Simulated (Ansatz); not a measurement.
Run this with Ansatz 0.2.0, Python API and show what comes out.

Script `bend.py`:
```python
"""Energy of BH3OTe against one bond angle."""

import ansatz as az
from ase import Atoms

params = {
    "basis_set": "def2-SVP",
    "xc": "r2SCAN",
    "force_tol": 0.02,
}

atoms = Atoms(["O", "B", "Te", "H", "H", "H"], positions=[
    (-1.0833, -0.8224, -0.5673),
    (0.1486, -0.0966, -0.4603),
    (0.4756, 1.3064, 1.2027),
    (-1.6113, -0.1616, -1.1377),
    (1.0071, -0.3013, -1.2696),
    (1.1054, 0.0115, 2.1859),
])

# start the scan from a relaxed geometry
first = (
    az.Crystal.molecule_from_ase(atoms).calculation()
    .basis(gaussian=params["basis_set"])
    .functional(params["xc"])
    .relax(force_tolerance=params["force_tol"], max_steps=80)
)
atoms.positions = first.run(threads=1).report["positions_ang"]

rows = []
for angle in [90, 100, 110, 120, 135, 150, 165, 179]:
    bent = atoms.copy()
    bent.set_angle(1, 0, 3, angle, indices=[3])
    calc = az.Crystal.molecule_from_ase(bent).calculation()
    calc = calc.basis(gaussian=params["basis_set"])
    calc = calc.functional(params["xc"])
    rows.append((angle, calc.run(threads=1).report["free_energy_ev"]))
floor = min(e for _, e in rows)
for angle, e in rows:
    print(f"angle B1-O0-H3 = {angle:3d} deg   {1000 * (e - floor):9.1f} meV")
```

`python bend.py` gives:
```text
angle B1-O0-H3 =  90 deg       409.0 meV
angle B1-O0-H3 = 100 deg       142.3 meV
angle B1-O0-H3 = 110 deg        13.0 meV
angle B1-O0-H3 = 120 deg         0.0 meV
angle B1-O0-H3 = 135 deg       132.9 meV
angle B1-O0-H3 = 150 deg       348.9 meV
angle B1-O0-H3 = 165 deg       542.7 meV
angle B1-O0-H3 = 179 deg       632.5 meV
```

Caveats:
- The scan is rigid, and the energies are electronic, in a modest basis. The zero is the lowest point of the grid, which needn't be the minimum.
- def2 sets replace the cores of elements past krypton by effective core potentials.
- Finished in 2.2 min on 1 thread of Arm Neoverse N1 (shared host), peak memory 0.21 GiB.
